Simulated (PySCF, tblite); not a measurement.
**C₇H₈NO radical: geometry, infrared bands and EPR parameters**

Wanted: the infrared bands and EPR parameters of C₇H₈NO radical (`O=C[N][C@@]12[C@H]3C[C@@H]1[C@@H]2C3`), by calculation.

The runs use tblite 0.8.0 and PySCF 2.14.0, with density-fitted response routines of our own; the level of theory stands in each step. All values are computed, except where a source is named. Atoms count from 0, in the outputs and in this text.

**1. Starting geometry**

17 atoms, charge 0, multiplicity 2; geometry from: force field or distance geometry start.

Bonds of the start (Å): O0–C1 1.27, C1–N2 1.39, N2–C3 1.38, C3–C4 1.48, C4–C5 1.51, C5–C6 1.54, C6–C7 1.49, C7–C8 1.53, C6–C3 1.45, C7–C3 1.47, C8–C4 1.51, C1–H9 1.11, C4–H10 1.09, C5–H11 1.10, C5–H12 1.08, C6–H13 1.08, C7–H14 1.07, C8–H15 1.12, C8–H16 1.11.

**2. Geometry optimisation with GFN2-xTB**

Job settings and geometry (Å):

```
{"job": {"kind": "relax", "xc": "GFN2-xTB", "basis": "xTB"}, "charge": 0, "multiplicity": 2}
O      3.187100     1.550100     0.063000
C      2.751600     0.356900     0.029600
N      1.619400     0.019800    -0.697000
C      0.337300    -0.087800    -0.211700
C     -0.966400    -0.006200    -0.912100
C     -1.287600    -1.361900    -0.332800
C     -0.287600    -0.964100     0.765400
C     -0.299400     0.513500     0.974500
C     -1.238000     1.190700    -0.026900
H      3.274600    -0.442000     0.597300
H     -0.993300     0.123600    -1.990700
H     -2.300300    -1.342700     0.099400
H     -1.000400    -2.230200    -0.909300
H      0.174700    -1.679700     1.421200
H      0.193400     1.051400     1.758700
H     -2.302700     1.168200     0.309100
H     -0.869300     2.152500    -0.433400
```

Started as:

```
OMP_NUM_THREADS=1 python probes_run.py task.json out
```

This one command runs all jobs of the session in turn.

**Question.** This job is followed by: GFN2-xTB harmonic vibrations, gas phase; UKS B3LYP, pcH-1 on C H N O, non-relativistic, mean-field spin-orbit, GIAO. Predict these results of the whole session: strongest single infrared mode (GFN2-xTB); zero-point energy (GFN2-xTB); g(iso) (B3LYP); ⟨S²⟩; largest a(iso) (averaged by class); potential on the surface of density 0.002 e/bohr³, 1st and 99th percentile.

**Answer**, as computed:

| quantity | value |
| --- | --- |
| strongest single infrared mode (GFN2-xTB) | 1653 cm⁻¹, 390 km/mol |
| zero-point energy (GFN2-xTB) | 83.3 kcal/mol |
| g(iso) (B3LYP) | 2.00467 |
| ⟨S²⟩ | 0.757 (exact 0.75) |
| largest a(iso) (averaged by class) | 1H on H11, H15, 43.8 MHz |
| potential on the surface of density 0.002 e/bohr³, 1st and 99th percentile | -1.87 V and 1.05 V |

In words: Relaxing lowered the energy by 1.541 eV in 105 steps; the close pair that moved most is C3–C6, from 1.454 to 1.583 Å. No mode is imaginary among the 45: a minimum at this level. The strongest single mode, at 1653 cm⁻¹, moves mainly C1 and O0. GFN2-xTB is a fitted tight-binding method: band positions and strengths are rough. Its intensities can rank the bands wrongly. The largest share of the spin, 0.40 e, sits on N2. The isotropic g lies 2.3 ppt above the free-electron value. These values are for one conformer; the search (at its own cheap level) found 2 more, at 1.42, 3.41 kcal/mol, and measured spectra average over such forms.
